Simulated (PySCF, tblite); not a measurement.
**C₅H₁₁BrSi: geometry, infrared bands and NMR shifts**

Wanted: the infrared bands and NMR shifts of C₅H₁₁BrSi (`C[SiH](C)/C=C\CBr`), by calculation.

Computed with tblite 0.8.0 and PySCF 2.14.0, with density-fitted response routines of our own, on a single molecule in the gas phase. Atoms are numbered from 0 throughout.

### 1 Starting geometry

18 atoms, charge 0, multiplicity 1; geometry from: force field or distance geometry start.

Bonds of the start (Å): C0–Si1 1.86, Si1–C2 1.87, Si1–C3 1.83, C3–C4 1.33, C4–C5 1.49, C5–Br6 1.96, C0–H7 1.12, C0–H8 1.10, C0–H9 1.12, Si1–H10 1.48, C2–H11 1.12, C2–H12 1.12, C2–H13 1.08, C3–H14 1.08, C4–H15 1.10, C5–H16 1.11, C5–H17 1.12.

### 2 Relaxing the molecule with GFN2-xTB

The job: settings as JSON, then the geometry in Å.

```
{"job": {"kind": "relax", "xc": "GFN2-xTB", "basis": "xTB"}, "charge": 0, "multiplicity": 1}
C     -1.017500     1.665800    -0.201500
Si    -0.780100    -0.110200     0.280700
C     -2.304200    -1.101200    -0.149300
C      0.594100    -0.864000    -0.655300
C      1.880700    -0.698100    -0.365000
C      2.337300     0.161800     0.760600
Br     3.433300     1.563000    -0.063100
H     -1.209300     2.284600     0.717100
H     -0.102900     2.014000    -0.708300
H     -1.912100     1.734100    -0.874200
H     -0.633100    -0.237600     1.744000
H     -2.939800    -0.423700    -0.777500
H     -1.998900    -2.005800    -0.729000
H     -2.827000    -1.476700     0.723500
H      0.351200    -1.505300    -1.490500
H      2.612400    -1.208600    -1.002900
H      1.485400     0.597100     1.321000
H      3.021800    -0.383100     1.458200
```

Launch:

```bash
OMP_NUM_THREADS=1 python probes_run.py task.json out
```

One launch serves the whole session: the jobs run in the order shown.

**Question.** This job is followed by: GFN2-xTB harmonic vibrations, gas phase; GIAO PBE0/pcSseg-1 NMR shielding, non-relativistic, gas phase. What will the session give for the following? strongest single infrared mode (GFN2-xTB); zero-point energy (GFN2-xTB); ¹³C shifts against TMS (PBE0/pcSseg-1, means over atoms taken as alike); ¹H shifts against TMS (PBE0/pcSseg-1, means over atoms taken as alike); ²⁹Si shifts against TMS (PBE0/pcSseg-1); ⁷⁹Br shifts against HBr (PBE0/pcSseg-1).

As calculated:

| quantity | value |
| --- | --- |
| strongest single infrared mode (GFN2-xTB) | 2130 cm⁻¹, 312 km/mol |
| zero-point energy (GFN2-xTB) | 88.9 kcal/mol |
| ¹³C shifts against TMS (PBE0/pcSseg-1, means over atoms taken as alike) | 153.6, 142.8, 44.7, -2.5 ppm |
| ¹H shifts against TMS (PBE0/pcSseg-1, means over atoms taken as alike) | 6.92, 6.20, 4.86, 4.13, 0.27 ppm |
| ²⁹Si shifts against TMS (PBE0/pcSseg-1) | -34.7 ppm |
| ⁷⁹Br shifts against HBr (PBE0/pcSseg-1) | 453 ppm |

What this shows: The optimisation took 109 steps and gained 0.477 eV; among the close pairs (by a distance rule), Si1–C3 changed most, from 1.826 to 1.896 Å. No mode is imaginary among the 48: a minimum at this level. The strongest single mode, at 2130 cm⁻¹, moves mainly H10. GFN2-xTB is a fitted tight-binding method: band positions and strengths are rough. Its intensities can rank the bands wrongly. C5 stands next to heavy halogen, whose spin-orbit shielding this run leaves out, so the computed shift lies too far downfield, most of all for carbon beside Br or I. At PBE0/pcSseg-1: The largest span, 1460 ppm, is at Br6, where the paramagnetic term is -954 ppm. Spin-orbit coupling is left out, which matters for shieldings and couplings at and beside the heavy atoms.
